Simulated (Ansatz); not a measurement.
**CHF₂NSn: how energies converge with the basis set**

The task here is to estimate one member of a computed series from the others.

Program: Ansatz 0.2.0, Gaussian basis. Level of theory: one geometry, several basis sets. These are calculated values, not measurements.

Plan: PBE0-D4/def2-SVP; ωB97M-V/def2-SVP; PBE0-D4/def2-QZVPP; ωB97M-V/def2-QZVPP; the functionals' def2-TZVPP values are taken from earlier runs.

## The relaxed structure

An earlier PBE0-D4 in a triple-zeta def2 set relaxation fixed the geometry. Sn takes the def2 core potential; no spin-orbit term is included.

SMILES `N#[C][SnH]([F])[F]`, 6 atoms, charge 0, spin multiplicity 1.

Atoms are counted from 1 here; the program's logs count them from 0.

Bond lengths: N1–C2 1.151 Å, C2–Sn3 2.088 Å, Sn3–F4 1.894 Å, Sn3–F5 1.894 Å, Sn3–H6 1.682 Å. Angles: N1–C2–Sn3 177.1°, C2–Sn3–F4 105.6°, C2–Sn3–F5 105.6°, C2–Sn3–H6 117.9°, F4–Sn3–F5 104.5°, F4–Sn3–H6 111.1°, F5–Sn3–H6 111.1°.

Set-up of the first run:

Input file in.yaml:

```yaml
crystal:
  periodic: [false, false, false]
  atoms:
    - {symbol: N, position_ang: [1.749873, -1.692893, 1.078999]}
    - {symbol: C, position_ang: [0.993457, -0.960712, 0.612792]}
    - {symbol: Sn, position_ang: [-0.386999, 0.413568, -0.137969]}
    - {symbol: F, position_ang: [-1.772252, -0.624076, -0.906817]}
    - {symbol: F, position_ang: [0.465683, 1.237097, -1.614957]}
    - {symbol: H, position_ang: [-1.007662, 1.563114, 0.921852]}
basis:
  gaussian: {orbitals: def2-SVP}
hamiltonian: {xc: pbe0, dispersion: d4}
output: {orbitals: {seedname: orbitals}}
```

Among the steps run: PBE0-D4 in def2-SVP; ωB97M-V in def2-SVP; PBE0-D4 in def2-QZVPP; ωB97M-V in def2-QZVPP.

One table of the session follows, with a row left open; its other results are not shown here.

It belongs to the step «Density functionals: the series». 

```
functional       basis  HOMO (eV)  LUMO (eV)
   PBE0-D4    def2-SVP     -10.56      -1.59
   PBE0-D4  def2-TZVPP     -10.66      -1.87
   PBE0-D4  def2-QZVPP     -10.66      -1.91
   ωB97M-V    def2-SVP     -12.87       0.43
   ωB97M-V  def2-TZVPP     -12.98       0.04
   ωB97M-V  def2-QZVPP          ?          ?
```

Q: Estimate the row for ωB97M-V, def2-QZVPP from the others.

As computed: HOMO (eV): -12.99; LUMO (eV): -0.07. In the column «HOMO (eV)» it is the lowest.
